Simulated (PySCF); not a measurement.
# Si₆H₁₂: NMR shifts at several levels of theory

How much do the NMR shifts of Si₆H₁₂ (`[SiH2]1[SiH2][SiH2][SiH2][SiH2][SiH2]1`) depend on the level of theory, and what does each level cost?

The runs use PySCF 2.14.0, with density-fitted response routines of our own; the level of theory stands in each step. All values are computed, except where a source is named. Atoms count from 0, in the outputs and in this text.

### 1 The starting structure

18 atoms, charge 0, multiplicity 1; geometry from: GFN2-xTB.

Bonds of the start (Å): Si0–Si1 2.33, Si1–Si2 2.33, Si2–Si3 2.33, Si3–Si4 2.33, Si4–Si5 2.33, Si5–Si0 2.33, Si0–H6 1.47, Si0–H7 1.47, Si1–H8 1.47, Si1–H9 1.47, Si2–H10 1.47, Si2–H11 1.47, Si3–H12 1.47, Si3–H13 1.47, Si4–H14 1.47, Si4–H15 1.47, Si5–H16 1.47, Si5–H17 1.47.

### 2 Relaxing the molecule at PBE0-D3(BJ)/def2-SVP

The job: settings as JSON, then the geometry in Å.

```
{"job": {"xc": "PBE0", "basis": "def2-SVP", "d3": "d3bj", "grid": 1, "kind": "geom"}, "charge": 0, "multiplicity": 1}
Si    -1.336870     1.374420    -1.200560
Si     0.776090     2.060550    -0.506340
Si     2.238260     0.288160    -0.135570
Si     1.319150    -1.365160     1.218210
Si    -0.767430    -2.071990     0.471160
Si    -2.233390    -0.296260     0.146590
H     -1.227410     0.852190    -2.573380
H     -2.259340     2.508950    -1.344010
H      1.351940     3.065210    -1.411600
H      0.625060     2.803020     0.756950
H      2.571860    -0.313140    -1.438150
H      3.543950     0.744710     0.361190
H      2.240780    -2.491160     1.418920
H      1.164200    -0.812940     2.575310
H     -1.343270    -3.118240     1.327500
H     -0.588880    -2.760490    -0.819410
H     -2.544920     0.293710     1.459710
H     -3.547310    -0.748900    -0.329830
```

On the command line:

```console
> OMP_NUM_THREADS=1 python probes_run.py task.json out
```

This one command runs all jobs of the session in turn.

The log of the run:

```text
step   0  E = -1742.91552398  max force = 0.010369
step   1  E = -1742.92228215  max force = 0.007250
step   2  E = -1742.92342726  max force = 0.003493
step   3  E = -1742.92375580  max force = 0.000543
step   4  E = -1742.92383077  max force = 0.000588
step   5  E = -1742.92412562  max force = 0.002073
step   6  E = -1742.92424413  max force = 0.001731
step   7  E = -1742.92430001  max force = 0.000496
step   8  E = -1742.92430614  max force = 0.000058
optimisation converged
```

It took 2.3 min on 1 thread, shared host.

The steps of the relaxation:

```csv
step,energy from step 0 (eV),largest force component (eV/Å)
0,0.0000,0.5332
1,-0.1839,0.3728
2,-0.2151,0.1796
3,-0.2240,0.0279
4,-0.2260,0.0302
5,-0.2341,0.1066
6,-0.2373,0.0890
7,-0.2388,0.0255
8,-0.2390,0.0030
```

Close pairs (by a distance rule), those that changed most:

| bond | before (Å) | after (Å) | change (Å) |
| --- | --- | --- | --- |
| Si3–H12 | 1.469 | 1.497 | +0.028 |
| Si5–H17 | 1.469 | 1.497 | +0.028 |
| Si0–H7 | 1.469 | 1.497 | +0.028 |
| Si4–H14 | 1.470 | 1.497 | +0.028 |
| Si2–H11 | 1.470 | 1.497 | +0.028 |
| Si1–H8 | 1.470 | 1.497 | +0.028 |
| Si0–H6 | 1.473 | 1.498 | +0.025 |
| Si5–H16 | 1.473 | 1.498 | +0.025 |

The end geometry stands in the next job.

```
                         at the end point                value
  point group (found at 0.08 Å tolerance)                  D3d
rotational constants (GHz, main isotopes)  0.992, 0.989, 0.549
                        dipole moment (D)                 0.00
```

### 3 NMR shieldings: PBE0/STO-3G

The job: settings as JSON, then the geometry in Å.

```
{"job": {"kind": "nmr", "xc": "PBE0", "basis": "STO-3G", "pop": true}, "charge": 0, "multiplicity": 1}
Si    -1.332144     1.297235    -1.252985
Si     0.737848     2.064641    -0.456612
Si     2.203914     0.238876    -0.290556
Si     1.326938    -1.293850     1.255314
Si    -0.737393    -2.064574     0.447329
Si    -2.205370    -0.239506     0.291026
H     -1.118834     0.599929    -2.561510
H     -2.278447     2.437375    -1.468955
H      1.300965     3.120457    -1.356781
H      0.544534     2.655143     0.906493
H      2.304969    -0.427666    -1.628219
H      3.571340     0.689487     0.121069
H      2.274411    -2.431580     1.478612
H      1.104799    -0.593877     2.560882
H     -1.300794    -3.127908     1.338412
H     -0.537615    -2.645065    -0.919098
H     -2.302770     0.421237     1.631815
H     -3.573881    -0.687716    -0.119546
```

Method: GIAO PBE0/STO-3G NMR shielding, non-relativistic, gas phase.

The log of the run:

```text
coarse grid: 17184 points
cycle   1  E = -1723.4845822000  dE = -1.242e+00  |g| = 7.842e-02  |ddm| = 4.530e+00
cycle   2  E = -1723.4876855557  dE = -3.103e-03  |g| = 2.982e-02  |ddm| = 2.483e-01
cycle   3  E = -1723.4880358211  dE = -3.503e-04  |g| = 8.090e-03  |ddm| = 6.719e-02
cycle   4  E = -1723.4880645748  dE = -2.875e-05  |g| = 1.398e-03  |ddm| = 1.744e-02
cycle   5  E = -1723.4880655664  dE = -9.917e-07  |g| = 1.032e-04  |ddm| = 3.104e-03
final grid: 136024 points
cycle   6  E = -1723.4110963523  dE = -3.545e-06  |g| = 1.583e-03  |ddm| = 8.142e-03
cycle   7  E = -1723.4110969093  dE = -5.570e-07  |g| = 1.167e-03  |ddm| = 5.063e-03
cycle   8  E = -1723.4110974997  dE = -5.904e-07  |g| = 1.379e-05  |ddm| = 2.098e-03
cycle   9  E = -1723.4110974998  dE = -7.958e-11  |g| = 2.789e-06  |ddm| = 3.404e-05
converged SCF energy = -1723.4110974998

GIAO shielding tensors (ppm)
atom      isotropic    diamagn.    paramagn.     s11        s22        s33       span
  0 Si     593.377     874.369    -280.992    581.852    591.900    606.378     24.526
  1 Si     593.267     874.369    -281.102    581.753    591.718    606.330     24.577
  2 Si     593.244     874.378    -281.134    581.845    591.652    606.234     24.389
  3 Si     593.395     874.381    -280.986    581.821    591.962    606.400     24.579
  4 Si     593.281     874.380    -281.099    581.701    591.783    606.358     24.657
  5 Si     593.260     874.377    -281.117    581.856    591.678    606.245     24.388
  6 H       31.306      34.378      -3.072     27.924     28.552     37.442      9.518
  7 H       31.212      30.672       0.540     26.719     28.040     38.877     12.157
  8 H       31.212      30.678       0.534     26.715     28.044     38.877     12.163
  9 H       31.305      34.375      -3.070     27.928     28.543     37.443      9.515
 10 H       31.306      34.385      -3.079     27.931     28.549     37.439      9.508
 11 H       31.212      30.685       0.527     26.710     28.046     38.880     12.171
 12 H       31.212      30.678       0.534     26.726     28.033     38.877     12.151
 13 H       31.307      34.404      -3.096     27.917     28.573     37.432      9.515
 14 H       31.213      30.679       0.534     26.722     28.037     38.879     12.157
 15 H       31.306      34.405      -3.099     27.919     28.571     37.429      9.509
 16 H       31.307      34.391      -3.084     27.929     28.556     37.436      9.507
 17 H       31.212      30.680       0.532     26.712     28.044     38.880     12.168
```

Wall time 6.9 s (1 thread, shared host).

The references, computed at this level on geometries of the same kind, shield at (ppm): ¹H TMS 32.60, ²⁹Si TMS 517.6. Their shielding less the atom's gives the shift. The references are single molecules in the gas phase. Atoms listed in one row are averaged.

| atoms | environment | σ (ppm) | δ (ppm) |
| --- | --- | --- | --- |
| H6, H7, H8, H9, H10 and 7 more | hydrogen on a silicon bonded to 2 Si, in a 6-membered ring | 31.26 | 1.35 |
| Si0, Si1, Si2, Si3, Si4, Si5 | silicon bonded to 2 Si, 2 H, in a 6-membered ring | 593.3 | -75.7 |

The run also stored atomic charges by several schemes (e):

| atoms | Mulliken | IAO | Hirshfeld | ESP fit |
| --- | --- | --- | --- | --- |
| Si0, Si1, Si2, Si3, Si4, Si5 | 0.23 | 0.22 | 0.17 | 0.13 |

Mayer bond orders: Si0–Si1 0.88, Si1–Si2 0.88, Si2–Si3 0.88, Si3–Si4 0.88, Si4–Si5 0.88, Si5–Si0 0.88.

Ring of atoms Si0, Si1, Si2, Si3, Si4, Si5: NICS(0) -1.5, NICS(1) -1.2, NICS(1)zz 7.1 ppm (means of both faces).

### 4 Nuclear shieldings: PBE0/6-31G

The job, as its differences from that of step 3:

```diff
@@ -1,2 +1,2 @@
-{"job": {"kind": "nmr", "xc": "PBE0", "basis": "STO-3G", "pop": true}, "charge": 0, "multiplicity": 1}
+{"job": {"kind": "nmr", "xc": "PBE0", "basis": "6-31G", "pop": true}, "charge": 0, "multiplicity": 1}
 Si    -1.332144     1.297235    -1.252985
```

Level: GIAO PBE0/6-31G NMR shielding, non-relativistic, gas phase.

The log of the run:

```text
coarse grid: 17184 points
cycle   1  E = -1743.2925888905  dE = -7.636e-02  |g| = 1.087e-01  |ddm| = 3.755e+00
cycle   2  E = -1743.2959233021  dE = -3.334e-03  |g| = 5.883e-02  |ddm| = 3.410e-01
cycle   3  E = -1743.2973112331  dE = -1.388e-03  |g| = 1.950e-02  |ddm| = 1.593e-01
cycle   4  E = -1743.2974870315  dE = -1.758e-04  |g| = 1.417e-03  |ddm| = 5.348e-02
cycle   5  E = -1743.2974881363  dE = -1.105e-06  |g| = 2.040e-04  |ddm| = 5.713e-03
final grid: 136024 points
cycle   6  E = -1743.2015664799  dE = -3.103e-06  |g| = 7.386e-04  |ddm| = 1.353e-02
cycle   7  E = -1743.2015665428  dE = -6.289e-08  |g| = 5.998e-04  |ddm| = 2.833e-03
cycle   8  E = -1743.2015667040  dE = -1.612e-07  |g| = 5.510e-05  |ddm| = 1.379e-03
cycle   9  E = -1743.2015667055  dE = -1.514e-09  |g| = 9.212e-06  |ddm| = 1.923e-04
cycle  10  E = -1743.2015667056  dE = -5.093e-11  |g| = 2.157e-06  |ddm| = 3.646e-05
converged SCF energy = -1743.2015667056

GIAO shielding tensors (ppm)
atom      isotropic    diamagn.    paramagn.     s11        s22        s33       span
  0 Si     526.045     881.134    -355.089    520.378    526.234    531.522     11.143
  1 Si     526.019     881.128    -355.108    520.416    526.345    531.296     10.881
  2 Si     526.013     881.129    -355.115    520.626    526.270    531.144     10.518
  3 Si     526.064     881.145    -355.081    520.352    526.132    531.706     11.354
  4 Si     526.032     881.139    -355.108    520.345    526.241    531.510     11.166
  5 Si     526.029     881.132    -355.103    520.616    526.244    531.227     10.612
  6 H       29.467      30.226      -0.759     26.198     26.940     35.262      9.063
  7 H       29.319      29.649      -0.330     24.723     26.304     36.930     12.207
  8 H       29.319      29.646      -0.327     24.719     26.308     36.929     12.210
  9 H       29.466      30.222      -0.756     26.201     26.931     35.265      9.063
 10 H       29.468      30.224      -0.756     26.207     26.935     35.263      9.056
 11 H       29.318      29.648      -0.331     24.713     26.310     36.930     12.217
 12 H       29.320      29.659      -0.339     24.731     26.298     36.930     12.199
 13 H       29.469      30.233      -0.764     26.194     26.959     35.253      9.059
 14 H       29.319      29.657      -0.338     24.727     26.301     36.930     12.203
 15 H       29.469      30.232      -0.764     26.197     26.957     35.252      9.054
 16 H       29.469      30.226      -0.757     26.206     26.941     35.261      9.055
 17 H       29.318      29.651      -0.333     24.716     26.308     36.930     12.214
```

Run time: 14 s. Hardware: 1 thread, shared host.

Key values: δ Si0 -81.3, H6 3.22 ppm (means over like atoms).

### 5 Nuclear shieldings: PBE0/6-31G*

The job, as its differences from that of step 4:

```diff
@@ -1,2 +1,2 @@
-{"job": {"kind": "nmr", "xc": "PBE0", "basis": "6-31G", "pop": true}, "charge": 0, "multiplicity": 1}
+{"job": {"kind": "nmr", "xc": "PBE0", "basis": "6-31G*", "pop": true}, "charge": 0, "multiplicity": 1}
 Si    -1.332144     1.297235    -1.252985
```

With the program's defaults for keys left out, this is: GIAO PBE0/6-31G* NMR shielding, non-relativistic, gas phase.

The log of the run:

```text
coarse grid: 17184 points
cycle   1  E = -1743.4304148128  dE = -2.030e-01  |g| = 1.122e-01  |ddm| = 3.588e+00
cycle   2  E = -1743.4347948643  dE = -4.380e-03  |g| = 3.989e-02  |ddm| = 2.511e-01
cycle   3  E = -1743.4351248206  dE = -3.300e-04  |g| = 2.977e-02  |ddm| = 1.143e-01
cycle   4  E = -1743.4354940576  dE = -3.692e-04  |g| = 1.301e-03  |ddm| = 5.306e-02
cycle   5  E = -1743.4354947904  dE = -7.327e-07  |g| = 2.795e-04  |ddm| = 2.903e-03
final grid: 136024 points
cycle   6  E = -1743.3406155437  dE = -6.384e-06  |g| = 5.316e-04  |ddm| = 1.307e-02
cycle   7  E = -1743.3406156066  dE = -6.295e-08  |g| = 3.516e-04  |ddm| = 1.686e-03
cycle   8  E = -1743.3406156570  dE = -5.037e-08  |g| = 1.010e-04  |ddm| = 7.909e-04
cycle   9  E = -1743.3406156612  dE = -4.235e-09  |g| = 1.664e-05  |ddm| = 1.912e-04
cycle  10  E = -1743.3406156614  dE = -1.264e-10  |g| = 5.150e-06  |ddm| = 4.163e-05
converged SCF energy = -1743.3406156614

GIAO shielding tensors (ppm)
atom      isotropic    diamagn.    paramagn.     s11        s22        s33       span
  0 Si     493.672     882.288    -388.616    489.398    490.347    501.270     11.872
  1 Si     493.660     882.284    -388.624    489.458    490.481    501.041     11.583
  2 Si     493.677     882.288    -388.611    489.727    490.414    500.890     11.162
  3 Si     493.692     882.301    -388.609    489.396    490.215    501.464     12.068
  4 Si     493.681     882.297    -388.616    489.380    490.388    501.275     11.895
  5 Si     493.691     882.290    -388.600    489.679    490.417    500.977     11.298
  6 H       28.246      30.717      -2.471     25.351     25.967     33.419      8.068
  7 H       28.063      29.116      -1.052     23.890     25.475     34.824     10.934
  8 H       28.063      29.115      -1.052     23.888     25.480     34.821     10.934
  9 H       28.246      30.713      -2.468     25.355     25.959     33.423      8.068
 10 H       28.249      30.719      -2.470     25.359     25.962     33.425      8.066
 11 H       28.062      29.120      -1.057     23.885     25.482     34.821     10.936
 12 H       28.063      29.126      -1.062     23.896     25.469     34.825     10.929
 13 H       28.248      30.731      -2.483     25.345     25.984     33.415      8.069
 14 H       28.063      29.125      -1.062     23.894     25.472     34.824     10.930
 15 H       28.248      30.732      -2.483     25.349     25.982     33.414      8.065
 16 H       28.249      30.722      -2.473     25.357     25.967     33.424      8.067
 17 H       28.063      29.120      -1.058     23.887     25.480     34.821     10.934
```

It took 19 s on 1 thread, shared host.

This run: δ Si0 -75.6, H6 3.81 ppm (means over like atoms).

(Part 1 of 2 ends here.)
